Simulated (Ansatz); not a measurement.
The same calculation of AlH5N2OSi, SMILES [NH2][Al]1[NH][SiH]1O as a Python script and as an input file (Ansatz 0.2.0, Python API).

Script `alh5n2osi.py`:
```python
"""Electronic structure of the AlH5N2OSi molecule."""

from pathlib import Path
import json
import warnings

import ansatz as az
from ase import Atoms
import numpy as np

warnings.simplefilter("ignore", az.DeckWarning)

atoms = Atoms(["N", "Al", "N", "Si", "O", "H", "H", "H", "H", "H"], positions=[
    [0.4548, 1.0824, 2.3908],
    [0.018, -0.1359, 0.9951],
    [0.5517, -1.4604, -0.2766],
    [-0.5947, -0.5322, -1.1806],
    [0.0875, 0.4319, -2.3821],
    [0.211, 2.0906, 1.9841],
    [1.4612, 1.0785, 2.5598],
    [0.183, -2.3405, 0.0387],
    [-1.7235, -1.4289, -1.6108],
    [-0.5659, 1.1634, -2.5154],
])
mol = az.Crystal.molecule_from_ase(atoms)

calculation = (
    mol.calculation()
    .basis(gaussian="6-31G*")
    .functional("r2scan", dispersion="d3bj")
    .forces()
    .orbitals()
)
out = calculation.run(threads=1, backend="cpu", runs_dir="alh5n2osi_runs")
rep = out.report

for key in ("converged", "free_energy_ev", "reference_energy_ev", "n_frozen", "n_occupied", "n_virtual"):
    print(f"{key:22s} {rep[key]}")

state = rep["mean_field"]["state"]
print(f"mean field: {state['energy']['hartree']:.7f} Ha, <S^2> = {abs(state['spin_squared']):.4f}, stability: {state.get('stability', {}).get('kind')}")

symbols = [site.symbol for site in mol.cartesian_sites]
forces = np.array(rep["forces_ev_ang"])
print("largest force", round(float(np.linalg.norm(forces, axis=1).max()), 4), "eV/A, rms", round(float(np.sqrt((forces ** 2).mean())), 4))

charges = rep["charge_distribution"]
print("dipole moment", round(4.803205 * float(np.linalg.norm(charges["dipole_moment_e_ang"])), 3), "D")
print("Mulliken:", [(s, round(q, 3)) for s, q in zip(symbols, charges["mulliken_charges_e"])])

lines = Path(rep["orbitals_path"]).read_text().splitlines()
field_of = lambda key: [line.split("=")[1].strip() for line in lines if line.startswith(key)]
orbitals = [(27.211386 * float(e), s, float(n)) for e, s, n in zip(field_of("Ene="), field_of("Spin="), field_of("Occup="))]
homo = max(e for e, _, n in orbitals if n > 0.5)
lumo = min(e for e, _, n in orbitals if n < 0.5)
print(f"HOMO {homo:.3f} eV, LUMO {lumo:.3f} eV, gap {lumo - homo:.3f} eV")
with open("alh5n2osi.json", "w") as handle:
    json.dump({k: rep[k] for k in ("free_energy_ev", "reference_energy_ev", "n_occupied", "n_virtual")}, handle, indent=1)
```

Output of `python alh5n2osi.py`:
```text
converged              True
free_energy_ev         -19578.39856686266
reference_energy_ev    -19578.341771584914
n_frozen               0
n_occupied             [27, 27]
n_virtual              [66, 66]
mean field: -719.4907894 Ha, <S^2> = 0.0000, stability: minimum
largest force 2.9959 eV/A, rms 0.9614
dipole moment 1.826 D
Mulliken: [('N', -0.908), ('Al', 0.461), ('N', -0.826), ('Si', 0.596), ('O', -0.686), ('H', 0.338), ('H', 0.348), ('H', 0.354), ('H', -0.109), ('H', 0.432)]
HOMO -4.440 eV, LUMO -2.346 eV, gap 2.094 eV
```

`input.yaml`:
```yaml
crystal:
  periodic: [false, false, false]
  atoms:
    - { symbol: "N", position_ang: [0.4548, 1.0824, 2.3908] }
    - { symbol: Al, position_ang: [0.018, -0.1359, 0.9951] }
    - { symbol: "N", position_ang: [0.5517, -1.4604, -0.2766] }
    - { symbol: Si, position_ang: [-0.5947, -0.5322, -1.1806] }
    - { symbol: O, position_ang: [0.0875, 0.4319, -2.3821] }
    - { symbol: H, position_ang: [0.211, 2.0906, 1.9841] }
    - { symbol: H, position_ang: [1.4612, 1.0785, 2.5598] }
    - { symbol: H, position_ang: [0.183, -2.3405, 0.0387] }
    - { symbol: H, position_ang: [-1.7235, -1.4289, -1.6108] }
    - { symbol: H, position_ang: [-0.5659, 1.1634, -2.5154] }
basis:
  gaussian:
    orbitals: "6-31G*"
hamiltonian:
  xc: r2scan
  dispersion: d3bj
output:
  orbitals: {}
  forces: true
```

Notes:
- Total energies depend on the basis set; only differences at equal settings carry meaning.
- The geometry is a force-field or estimated start, not a minimum of this method, and the basis set is short of its limit.
- Total less reference energy is the dispersion correction.
- Levels such as HOMO and LUMO are orbital energies: with these approximate functionals they aren't the ionisation energy and electron affinity, and their gap isn't the fundamental gap.
- The orbitals are restricted, and with so small a gap a broken-symmetry state can lie lower.
- A dispersion term here runs with damping parameters fitted for another variant or functional.
- The script silences the warnings on its input, which a real study should read.
- Finished in 14 s on 1 thread of AMD EPYC 7R43 64-Core Processor (Zen 3), on a shared host, peak memory 0.23 GiB.

(Lines on the test bed's own set-up are left out of the output.)
